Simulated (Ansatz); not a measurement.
# C7H11ClO2Ti: a ladder of functionals and wavefunction methods

The task here is to estimate one member of a computed series from the others.

Program: Ansatz 0.2.0, Gaussian basis. Level of theory: functionals in def2-TZVPP, the program's frozen cores in correlated methods. These are calculated values, not measurements.

Levels to be run: LDA (SPW92), PBE-D4, revPBE-D4, BLYP-D4, r2SCAN-D4, B97M-V, PBE0-D4, B3LYP-D4, r2SCANh-D4, r2SCAN0-D4, HSE06-D4, BHLYP-D4, CAM-B3LYP-D4, LC-ωPBE, ωB97X-V, ωB97M-V, B2PLYP, PBE-QIDH; CCSD(T)/def2-SVP; CCSD(T)/def2-TZVPP; MP2/def2-QZVPP; extrapolation to the limit.

2 further runs of the same task are left out: 2 set aside as unsound or not needed.

### The relaxed structure

All runs share one geometry, relaxed beforehand with PBE0-D4 in a triple-zeta def2 set.

SMILES `CC[C@@]12[C@H]3[C@H]4[C@H]5[C@@H]1[Ti]4532([OH])([OH])[Cl]`, 22 atoms, charge 0, spin multiplicity 1.

Atoms are counted from 1 here; the program's logs count them from 0.

Bond lengths: C1–C2 1.518 Å, C1–H12 1.092 Å, C1–H13 1.093 Å, C1–H14 1.091 Å, C2–C3 1.492 Å, C2–H15 1.097 Å, C2–H16 1.093 Å, C3–C4 1.409 Å, C3–C7 1.416 Å, C3–Ti8 2.398 Å, C4–C5 1.415 Å, C4–Ti8 2.366 Å, C4–H17 1.079 Å, C5–C6 1.405 Å, C5–Ti8 2.351 Å, C5–H18 1.080 Å, C6–C7 1.412 Å, C6–Ti8 2.351 Å and more. Angles: C2–C1–H12 110.8°, C2–C1–H13 111.7°, C2–C1–H14 110.5°, H12–C1–H13 108.3°, H12–C1–H14 107.9°, H13–C1–H14 107.5°, C1–C2–C3 114.3°, C1–C2–H15 109.9°, C1–C2–H16 109.7°, C3–C2–H15 108.0°, C3–C2–H16 108.1°, H15–C2–H16 106.6°, C2–C3–C4 127.6°, C2–C3–C7 125.6°, C2–C3–Ti8 121.5°, C4–C3–C7 106.8°, C4–C3–Ti8 71.6°, C7–C3–Ti8 70.8° and more.

Set-up of the first run:

The input, in.yaml:

```yaml
crystal:
  periodic: [false, false, false]
  atoms:
    - {symbol: C, position_ang: [0.130792, -2.712611, 0.436374]}
    - {symbol: C, position_ang: [-0.279049, -1.511925, 1.269698]}
    - {symbol: C, position_ang: [-0.706889, -0.326765, 0.469768]}
    - {symbol: C, position_ang: [-1.030616, -0.287225, -0.901152]}
    - {symbol: C, position_ang: [-1.384572, 1.038168, -1.248998]}
    - {symbol: C, position_ang: [-1.269470, 1.829903, -0.094277]}
    - {symbol: C, position_ang: [-0.829448, 0.996790, 0.957816]}
    - {symbol: Ti, position_ang: [0.887371, 1.075162, -0.645973]}
    - {symbol: O, position_ang: [2.021421, 0.177027, 0.467695]}
    - {symbol: O, position_ang: [1.422167, 2.783757, -0.566864]}
    - {symbol: Cl, position_ang: [1.508924, 0.428105, -2.716028]}
    - {symbol: H, position_ang: [0.964478, -2.460522, -0.222439]}
    - {symbol: H, position_ang: [-0.694743, -3.078013, -0.179526]}
    - {symbol: H, position_ang: [0.448042, -3.534499, 1.080598]}
    - {symbol: H, position_ang: [-1.104455, -1.785768, 1.937596]}
    - {symbol: H, position_ang: [0.552904, -1.207816, 1.910704]}
    - {symbol: H, position_ang: [-0.973096, -1.116262, -1.589145]}
    - {symbol: H, position_ang: [-1.639746, 1.382289, -2.240044]}
    - {symbol: H, position_ang: [-1.445773, 2.893112, -0.030965]}
    - {symbol: H, position_ang: [-0.594053, 1.314586, 1.963653]}
    - {symbol: H, position_ang: [2.945806, 0.437804, 0.397085]}
    - {symbol: H, position_ang: [1.070004, 3.664681, -0.455577]}
basis:
  gaussian: {orbitals: def2-TZVPP}
hamiltonian: {xc: lda}
output: {orbitals: {seedname: orbitals}}
```

Run with:

```sh
$ ansatz run in.yaml --threads 4 --pin off --events-out ev --progress --plain --max-ram 66560MiB --backend cuda --devices 0, --max-vram 37GiB
```

Among the steps run: LDA; PBE-D4 (GGA); revPBE-D4 (GGA); BLYP-D4 (GGA); r2SCAN-D4 (meta-GGA); B97M-V (meta-GGA); PBE0-D4 (hybrid); B3LYP-D4 (hybrid); r2SCANh-D4 (hybrid); r2SCAN0-D4 (hybrid); HSE06-D4 (hybrid); BHLYP-D4 (hybrid); CAM-B3LYP-D4 (range-separated); LC-ωPBE (range-separated); ωB97X-V (range-separated); ωB97M-V (range-separated); B2PLYP (double hybrid); PBE-QIDH (double hybrid).

One table of the session follows, with a row left open; its other results are not shown here.

It belongs to the step «Frontier levels by functional». 

| functional | HOMO (eV) | LUMO (eV) | gap (eV) |
| --- | --- | --- | --- |
| LDA (SPW92) | -6.27 | -2.91 | 3.37 |
| PBE-D4 | -6.09 | -2.64 | 3.45 |
| revPBE-D4 | -6.02 | -2.54 | 3.48 |
| BLYP-D4 | -5.92 | -2.55 | 3.38 |
| r2SCAN-D4 | -6.30 | -2.55 | 3.74 |
| B97M-V | -6.35 | -2.55 | 3.80 |
| PBE0-D4 | -7.20 | -1.63 | 5.57 |
| B3LYP-D4 | -6.97 | -1.91 | 5.06 |
| r2SCANh-D4 | -6.72 | -2.16 | 4.55 |
| r2SCAN0-D4 | -7.34 | -1.57 | 5.77 |
| HSE06-D4 | ? | ? | ? |
| BHLYP-D4 | -8.12 | -0.48 | 7.64 |
| CAM-B3LYP-D4 | -8.43 | -0.56 | 7.87 |
| LC-ωPBE | -9.72 | 0.55 | 10.28 |
| ωB97X-V | -9.39 | 0.54 | 9.93 |
| ωB97M-V | -9.30 | 0.51 | 9.82 |

Q: Estimate the row for HSE06-D4 from the others.

**Answer.** HOMO (eV): -6.81; LUMO (eV): -2.01; gap (eV): 4.80. In the column «HOMO (eV)» it lies between B3LYP-D4 (-6.97) and r2SCANh-D4 (-6.72).
